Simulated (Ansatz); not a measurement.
Runs of Ansatz 0.2.0 on BiTe. It takes space group R-3m (No. 166, trigonal). The conventional cell has a = 4.845 Å, b = 4.845 Å, c = 9.952 Å, α = 90.00°, β = 90.00°, γ = 120.00°. Around Bi (site symmetry -3m) lie 6 Te at 3.25 Å. Te (site symmetry -3m) is surrounded by 6 Bi at 3.25 Å. The cell comes from a database or a generator and needn't be the stable form of this composition.

```csv
task,level,spin,cell,k mesh,smearing,points for each segment of the path,gap on the mesh (eV),pressure (GPa),relaxed volume (Å³/atom)
relaxation of cell and atoms,RPBE+D3(BJ),off,relaxed,7 × 7 × 7,fermi-dirac 0.05 eV,-,none,0.0,21.81
band structure,PBE,"SOC, no magnetisation",as given,5 × 5 × 5,fermi-dirac 0.05 eV,14,none,1.3,-
single point,PBE,off,as given,7 × 7 × 7,gaussian 0.028 eV,-,none,0.2,-
phonons,PBE,off,as given,5 × 5 × 5,fermi-dirac 0.05 eV,-,none,-,-
relaxation of cell and atoms,PBE+D4,off,relaxed,7 × 7 × 7,fermi-dirac 0.05 eV,-,none,0.0,31.98
relaxation of cell and atoms,PBE,off,relaxed,7 × 7 × 7,fermi-dirac 0.05 eV,-,none,0.0,(a)
single point,PBE,off,as given,7 × 7 × 7,gaussian 0.011 eV,-,none,0.2,-
band structure,PBE,off,as given,7 × 7 × 7,fermi-dirac 0.05 eV,14,none,0.2,-
```

Alike in all rows: potentials or basis Ansatz PAW; cutoff (eV) 420.

Problem. Estimate the missing entries.

Solution. (a) 33.82.

Caveats: spin-orbit coupling is left out, which moves the levels of the heavy elements (some runs); the plane-wave basis is chosen anew once the cell has moved, so the energies of steps on either side of that aren't comparable (some runs); pairwise dispersion overbinds metals, which lowers pressure and volume (some runs); the volume moved by over 15 % at a fixed basis, so the end points are rough (some runs); the PAW data sets come from PBE, with cores solved anew for the run's functional, which leaves a small shift of forces and pressure (some runs).

A k mesh can miss the band edges, and rows without SOC leave out spin-orbit coupling on Bi, Te.

A gap of «none» marks a metal or a gap under the smearing width.
